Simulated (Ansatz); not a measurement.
**SnH− (triplet): the correlation ladder at distance Sn1–H2 = 1.811 Å, def2-SVPD**

How much of the correlation energy of SnH− (triplet) does each wave-function method recover here?

Program: Ansatz 0.2.0, Gaussian basis. Level of theory: def2-SVPD, core rule «outside noble gas», up to 9 orbitals frozen. These are calculated values, not measurements.

To be run: UHF; CCSD(T) on ROHF; CCSD(T) on UHF; BCCD(T) on ROHF; CISD; CCSDT(Q) on ROHF; CCSDT(Q) on UHF; CASSCF and MRCISD+Q, 4 electrons in 4 orbitals; CASSCF and NEVPT2, 4 electrons in 4 orbitals; CASSCF and MRCISD+Q, 6 electrons in 5 orbitals; CASSCF and NEVPT4(SD), 6 electrons in 5 orbitals; CASSCF and NEVPT2, 6 electrons in 5 orbitals; Full CI.

26 further runs of the same task are left out: 20 that didn't finish, 6 set aside as unsound or not needed.

**1. The system**

The geometry derives from a PBE0/def2-TZVPD stationary point (not a proven minimum). One bond is set to the value named and the two fragments are kept rigid. No spin-orbit coupling is included. Elements past krypton take def2 core potentials.

2 atoms, charge -1, spin multiplicity 3.

Atoms are counted from 1 here; the program's logs count them from 0.

Bond lengths: Sn1–H2 1.811 Å.

**2. UHF**

in.yaml reads:

```yaml
crystal:
  periodic: [false, false, false]
  atoms:
    - {symbol: Sn, position_ang: [0.000000, 0.000000, 0.000000]}
    - {symbol: H, position_ang: [0.000000, 0.000000, 1.811200]}
basis:
  gaussian: {orbitals: def2-SVPD}
total_charge: -1
magnetization: {spin_polarized: true, initial_magnetization: 2}
hamiltonian: {xc: hf}
output: {orbitals: {seedname: orbitals}}
```

Command:

```sh
$ ansatz run in.yaml --threads 1 --pin off --events-out ev --progress --plain --max-ram 2393MiB
```

The runs that follow: CCSD(T) on ROHF; CCSD(T) on UHF; BCCD(T) on ROHF; CISD; CCSDT(Q) on ROHF; CCSDT(Q) on UHF; CASSCF and MRCISD+Q, 4 electrons in 4 orbitals; CASSCF and NEVPT2, 4 electrons in 4 orbitals; CASSCF and MRCISD+Q, 6 electrons in 5 orbitals; CASSCF and NEVPT4(SD), 6 electrons in 5 orbitals; CASSCF and NEVPT2, 6 electrons in 5 orbitals; Full CI.

**Question.** What will the summary of the whole plan be? Wanted: FCI below the RHF energy; RMP2 from FCI; UMP2 from FCI; RCCSD from FCI; RCCSD(T) from FCI; UCCSD(T) from FCI; RCCSDT(Q) from FCI; UCCSDT(Q) from FCI; NEVPT2 pair from FCI.

The runs gave:

```
                         quantity                                                                                               value
         FCI below the RHF energy                                                                                          -2.5437 eV
                    RMP2 from FCI                                                                                          +600.2 meV
                    UMP2 from FCI                                                                                          +605.7 meV
                   RCCSD from FCI                                                                                           +82.3 meV
                RCCSD(T) from FCI                                                                                           +19.4 meV
                UCCSD(T) from FCI                                                                                            +6.9 meV
               RCCSDT(Q) from FCI                                                                                            +0.1 meV
               UCCSDT(Q) from FCI                                                                                           -12.3 meV
             NEVPT2 pair from FCI                                                                                          +555.0 meV
           MRCISD+Q pair from FCI                                                                                           -21.3 meV
          NEVPT2 valence from FCI                                                                                          +574.5 meV
levels within 1 kcal/mol (43 meV)  RCCSD(T), UCCSD(T), BCCD(T), RCCSDT, UCCSDT, RCCSDT(Q), UCCSDT(Q), MRCISD+Q pair, MRCISD+Q valence
                    T1 diagnostic                                                                                               0.022
   effectively unpaired electrons                                                                                                2.05
```

In words: RCCSD(T) lands +19.4 meV from the yardstick (0.8 % of the correlation energy). UCCSDT, UCCSDT(Q), MRCISD+Q pair, MRCISD+Q valence fall below full CI: unrestricted runs freeze a spin-polarised core, another one than full CI's, and coupled cluster isn't variational. One determinant dominates. Of the multireference levels listed MRCISD+Q valence comes nearest in total energy (-14.2 meV), which doesn't show that its space is the better one. These misses are within one basis, not against nature; the frozen cores of restricted and unrestricted runs differ, which can shift their rows.
